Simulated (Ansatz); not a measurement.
**C₃H₇BFN: up Jacob's ladder to CCSD(T)**

How much do the methods differ for C₃H₇BFN? The plan is to run it at one geometry with functionals of several rungs and with coupled cluster. The yardstick is the atomisation energy at the CCSD(T) limit.

Computed with Ansatz 0.2.0, Gaussian basis. Level: functionals in def2-TZVPP, the program's frozen cores in correlated methods.

Levels to be run: LDA (SPW92), PBE-D4, revPBE-D4, BLYP-D4, r2SCAN-D4, B97M-V, PBE0-D4, B3LYP-D4, r2SCANh-D4, r2SCAN0-D4, HSE06-D4, BHLYP-D4, CAM-B3LYP-D4, LC-ωPBE, ωB97X-V, ωB97M-V, B2PLYP, PBE-QIDH; CCSD(T)/def2-SVP; CCSD(T)/def2-TZVPP; MP2/def2-QZVPP; extrapolation to the limit; RPA on PBE.

## Step 1: The relaxed structure

All runs share one geometry, relaxed beforehand with PBE0-D4 in a triple-zeta def2 set.

13 atoms, charge 0, spin multiplicity 1.

Atoms are counted from 1 here; the program's logs count them from 0.

Bond lengths: N1–C2 1.277 Å, N1–H7 1.025 Å, C2–B3 1.566 Å, C2–H8 1.095 Å, B3–C4 1.559 Å, B3–H9 1.202 Å, C4–C5 1.509 Å, C4–H10 1.102 Å, C4–H11 1.098 Å, C5–F6 1.389 Å, C5–H12 1.094 Å, C5–H13 1.095 Å. Angles: C2–N1–H7 109.6°, N1–C2–B3 122.7°, N1–C2–H8 115.5°, B3–C2–H8 121.7°, C2–B3–C4 125.0°, C2–B3–H9 116.1°, C4–B3–H9 118.7°, B3–C4–C5 117.4°, B3–C4–H10 106.3°, B3–C4–H11 109.1°, C5–C4–H10 109.2°, C5–C4–H11 110.3°, H10–C4–H11 103.5°, C4–C5–F6 109.5°, C4–C5–H12 112.4°, C4–C5–H13 111.7°, F6–C5–H12 107.1°, F6–C5–H13 107.4° and more.

Coordinates:

```mol
C3H7BFN
  3D, bonds by distance, orders not assigned

 13 12  0  0  0  0  0  0  0  0999 V2000
   -1.5821    2.2727    0.6100 N   0  0
   -0.9688    1.1526    0.6389 C   0  0
   -0.6043    0.3533   -0.6581 B   0  0
    0.5222   -0.7197   -0.7607 C   0  0
    1.1658   -1.1760    0.5254 C   0  0
    0.1979   -1.7122    1.3643 F   0  0
   -1.8542    2.4915   -0.3534 H   0  0
   -0.6495    0.8160    1.6306 H   0  0
   -1.1993    0.6638   -1.6553 H   0  0
    1.2945   -0.2955   -1.4225 H   0  0
    0.1457   -1.5832   -1.3253 H   0  0
    1.9167   -1.9542    0.3619 H   0  0
    1.6361   -0.3438    1.0590 H   0  0
  1  2  8  0
  2  3  8  0
  3  4  8  0
  4  5  8  0
  5  6  8  0
  1  7  8  0
  2  8  8  0
  3  9  8  0
  4 10  8  0
  4 11  8  0
  5 12  8  0
  5 13  8  0
M  END
```

## Step 2: LDA

This LDA is Slater exchange with PW92 correlation.

Contents of in.yaml:

```yaml
crystal:
  periodic: [false, false, false]
  atoms:
    - {symbol: N, position_ang: [-1.582101, 2.272686, 0.610041]}
    - {symbol: C, position_ang: [-0.968815, 1.152576, 0.638857]}
    - {symbol: B, position_ang: [-0.604337, 0.353350, -0.658087]}
    - {symbol: C, position_ang: [0.522237, -0.719745, -0.760715]}
    - {symbol: C, position_ang: [1.165791, -1.175950, 0.525387]}
    - {symbol: F, position_ang: [0.197879, -1.712195, 1.364295]}
    - {symbol: H, position_ang: [-1.854191, 2.491458, -0.353408]}
    - {symbol: H, position_ang: [-0.649488, 0.816047, 1.630555]}
    - {symbol: H, position_ang: [-1.199318, 0.663836, -1.655314]}
    - {symbol: H, position_ang: [1.294469, -0.295469, -1.422460]}
    - {symbol: H, position_ang: [0.145745, -1.583240, -1.325305]}
    - {symbol: H, position_ang: [1.916675, -1.954206, 0.361941]}
    - {symbol: H, position_ang: [1.636058, -0.343848, 1.059013]}
basis:
  gaussian: {orbitals: def2-TZVPP}
hamiltonian: {xc: lda}
output: {orbitals: {seedname: orbitals}}
```

On the command line:

```
$ ansatz run in.yaml --threads 4 --pin off --events-out ev --progress --plain --max-ram 10444MiB
```

After this run come: PBE-D4 (GGA); revPBE-D4 (GGA); BLYP-D4 (GGA); r2SCAN-D4 (meta-GGA); B97M-V (meta-GGA); PBE0-D4 (hybrid); B3LYP-D4 (hybrid); r2SCANh-D4 (hybrid); r2SCAN0-D4 (hybrid); HSE06-D4 (hybrid); BHLYP-D4 (hybrid); CAM-B3LYP-D4 (range-separated); LC-ωPBE (range-separated); ωB97X-V (range-separated); ωB97M-V (range-separated); B2PLYP (double hybrid); PBE-QIDH (double hybrid); CCSD(T) in def2-SVP; CCSD(T) in def2-TZVPP; MP2 in def2-QZVPP; RPA on PBE orbitals.

Before running them: what should the planned runs give, taken together? Wanted: atomisation energy, CCSD(T)/CBS; farthest beyond LDA; mean size of error, GGA; mean size of error, meta-GGA; mean size of error, hybrid; mean size of error, range-separated; mean size of error, double hybrid; gap, smallest and largest; T1 diagnostic.

**Answer**, as computed:

| quantity | value |
| --- | --- |
| atomisation energy, CCSD(T)/CBS | 1214.5 kcal/mol |
| functionals within 6.1 kcal/mol (0.5 %) | r2SCANh-D4, LC-ωPBE, B2PLYP, PBE-QIDH |
| farthest beyond LDA | PBE-D4 (+39.2 kcal/mol) |
| mean size of error, GGA | 18.6 kcal/mol |
| mean size of error, meta-GGA | 6.7 kcal/mol |
| mean size of error, hybrid | 13.6 kcal/mol |
| mean size of error, range-separated | 8.8 kcal/mol |
| mean size of error, double hybrid | 3.6 kcal/mol |
| gap, smallest and largest | 2.34 eV (LDA (SPW92)), 10.20 eV (LC-ωPBE) |
| T1 diagnostic | 0.0116 |
| triples share of the correlation energy | 3.8 % |

**Reading.** LDA overbinds by 189.0 kcal/mol (16 %). PBE-D4 misses by +39.2 kcal/mol. Double hybrids carry the basis error of their MP2 part in triple zeta, and no dispersion term here, so their miss is partly the set-up's. By mean error the best rung here is double hybrid (3.6 kcal/mol) and the worst beyond LDA is GGA (18.6 kcal/mol). Misses under about 6.1 kcal/mol are within the doubt on the reference itself, which lacks core-valence correlation, relativity and higher excitations. Hartree-Fock recovers 73 % of the binding; the rest is correlation. CCSD(T) in def2-SVP is off by -53.7 kcal/mol, more than most functionals: a good method in a small basis is no reference. The gap grows from 2.3 to 10.2 eV across the functionals, mostly with the share of exact exchange. The restricted reference is unstable towards a spin-broken one.
